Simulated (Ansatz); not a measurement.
**NbB2: properties at the relaxed cell**

An exercise on one series of results from a longer session: the logs are not shown, and one member is left open.

The COD entry's cell or inner coordinates are ideal or old and differ from later refinements, so a difference from it is no clean test against experiment.

Computed with Ansatz 0.2.0 (DFT PBEsol, scalar-relativistic, plane waves, PAW, unless a step's input says otherwise).

1 further run of the same task is left out (set aside as unsound or not needed).

### The starting structure

It takes space group P6/mmm (No. 191, hexagonal). Conventional cell: a = 3.094 Å, b = 3.094 Å, c = 3.292 Å, α = 90.00°, β = 90.00°, γ = 120.00°. Around Nb (site symmetry 6/mmm) lie 12 B at 2.43 Å. Around B (site symmetry -6m2) lie 3 B at 1.79 Å and 6 Nb at 2.43 Å.

Coordinates:

```cif
data_structure
_symmetry_space_group_name_H-M 'P6/mmm'
_symmetry_Int_Tables_number 191
_cell_length_a 3.0943
_cell_length_b 3.0943
_cell_length_c 3.2916
_cell_angle_alpha 90.000
_cell_angle_beta 90.000
_cell_angle_gamma 120.000
_cell_volume 27.29
loop_
_atom_site_label
_atom_site_type_symbol
_atom_site_symmetry_multiplicity
_atom_site_Wyckoff_symbol
_atom_site_fract_x
_atom_site_fract_y
_atom_site_fract_z
_atom_site_occupancy
Nb1 Nb 1 a 0.00000 0.00000 0.00000 1
B1 B 2 d 0.33333 0.66667 0.50000 1
```

It is the result of an earlier relaxation at this level (volume 9.10 Å³/atom; gap on the mesh: none (metal)).

Set-up of the first run:

input.yaml reads:

```yaml
crystal:
  lattice:
    - [3.0943402729, 0.0, 0.0]
    - [-1.5471701364, 2.6797772843, 0.0]
    - [0.0, 0.0, 3.2915957259]
  atoms:
    - { symbol: Nb, position: [0.0, 0.0, 0.0] }
    - { symbol: B, position: [0.3333333333, 0.6666666667, 0.5] }
    - { symbol: B, position: [0.6666666667, 0.3333333333, 0.5] }
basis:
  ecutwfc: 420
kpoints:
  mp_grid: { grid: [15, 15, 12] }
  band_path:
    path:
      - [[0.0, 0.0, 0.0], [0.5, 0.0, 0.0], [0.33333333, 0.33333333, 0.0], [0.0, 0.0, 0.0], [0.0, 0.0, 0.5], [0.5, 0.0, 0.5], [0.33333333, 0.33333333, 0.5], [0.0, 0.0, 0.5]]
      - [[0.5, 0.0, 0.5], [0.5, 0.0, 0.0]]
      - [[0.33333333, 0.33333333, 0.5], [0.33333333, 0.33333333, 0.0]]
    npoints: 14
hamiltonian:
  xc: pbesol
scf:
  occupations: { method: gaussian, width: 0.1 }
  n_extra_bands: 7
output:
  forces: true
  stress: true
  eigenvalues: true
  populations: true
  dos: { projected: true, de: 0.02, nscf_kmesh: { grid: [23, 23, 18] } }
  bader: true
  write_density: true
  write_potential: true
  elf: true
  volumetric_format: npy
```

Run with:

```sh
> ansatz run input.yaml --threads 1 --pin off --max-ram 2560MiB --backend cpu --events-out ev --progress --plain --runs-dir out
```

Among the steps run: Electronic structure at the relaxed geometry; Back to the database's cell; Volume × 0.97; Point at V/V0 = 1.03; Point at V/V0 = 0.94; Point at V/V0 = 1.06; Volume × 0.91; Point at V/V0 = 1.10; Volume × 0.88.

One of the session's tables, all rows but one given; the rest of the session is left out.

It belongs to the step «Fit of the equation of state». 

| volume (Å³/atom) | energy above the lowest point (meV/atom) | pressure (GPa) |
| --- | --- | --- |
| 8.006 | 152.3 | 49.71 |
| 8.279 | 81.1 | 34.32 |
| 8.552 | ? | ? |
| 8.825 | 8.1 | 9.77 |
| 9.098 | 0.0 | 0.02 |
| 9.371 | 7.3 | -8.37 |
| 9.644 | 27.9 | -15.59 |
| 10.008 | 72.8 | -23.65 |

**Question.** Estimate the row for volume (Å³/atom) = 8.552.

Worked estimate for «energy above the lowest point (meV/atom)». A straight line through the neighbours (8.279, 81.1) and (8.825, 8.1) gives 81.1 + (8.1 − 81.1) × (8.552 − 8.279) / (8.825 − 8.279) = 44.6; a parabola fitted to 4 rows on both sides gives 34.1.

**Answer.** energy above the lowest point (meV/atom): 34.2; pressure (GPa): 21.11. In «energy above the lowest point (meV/atom)» the line misses by +10.4 and the parabola by -0.1.
